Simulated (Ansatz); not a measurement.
# Cl4HSi: the cost of one run

Computed with Ansatz 0.2.0, Gaussian basis. Level: PBE0-D4, def2-SVP first, then def2-TZVP.

150 further runs of the same task are left out: 150 set aside as unsound or not needed.

**1. Starting geometry**

The guess: 6 atoms, charge 0, spin multiplicity 2.

Atoms are counted from 1 here; the program's logs count them from 0.

Bond lengths: Cl1–Si2 2.289 Å, Si2–Cl3 2.023 Å, Si2–Cl4 2.023 Å, Si2–Cl5 2.041 Å. Angles: Cl1–Si2–Cl3 100.2°, Cl1–Si2–Cl4 100.2°, Cl1–Si2–Cl5 130.3°, Cl3–Si2–Cl4 110.1°, Cl3–Si2–Cl5 107.6°, Cl4–Si2–Cl5 107.6°.

Coordinates:

```xyz
6

Cl   -0.65750    0.20590    1.44680
Si    0.38190    0.13770   -0.59190
Cl    1.46420   -1.55870   -0.38380
Cl   -1.21100   -0.19500   -1.79390
Cl    1.57100    1.51780   -1.51300
H    -1.54860   -0.10780    2.83580
```

Distances that are to change: Cl1–H6 1.68 Å, Cl1–Si2 2.29 Å.

**2. Constrained relaxation of the guess**

hold/in.yaml reads:

```yaml
crystal:
  periodic: [false, false, false]
  atoms:
    - {symbol: Cl, position_ang: [-0.657500, 0.205900, 1.446800]}
    - {symbol: Si, position_ang: [0.381900, 0.137700, -0.591900]}
    - {symbol: Cl, position_ang: [1.464200, -1.558700, -0.383800]}
    - {symbol: Cl, position_ang: [-1.211000, -0.195000, -1.793900]}
    - {symbol: Cl, position_ang: [1.571000, 1.517800, -1.513000]}
    - {symbol: H, position_ang: [-1.548600, -0.107800, 2.835800]}
basis:
  gaussian: {orbitals: def2-SVP}
magnetization: {spin_polarized: true, initial_magnetization: 1}
hamiltonian: {xc: pbe0, dispersion: d4}
relax: {f_tol: 0.04, max_steps: 150, escape_saddle: false, constraints: [{distance: [0, 5]}, {distance: [0, 1]}]}
```

Started as:

```console
> ansatz run in.yaml --threads 8 --pin off --events-out ev --progress --plain --max-ram 19148MiB
```

**Question.** How long does this run take on 8 threads of Arm Neoverse V2, shared host?

About 8.5 s.
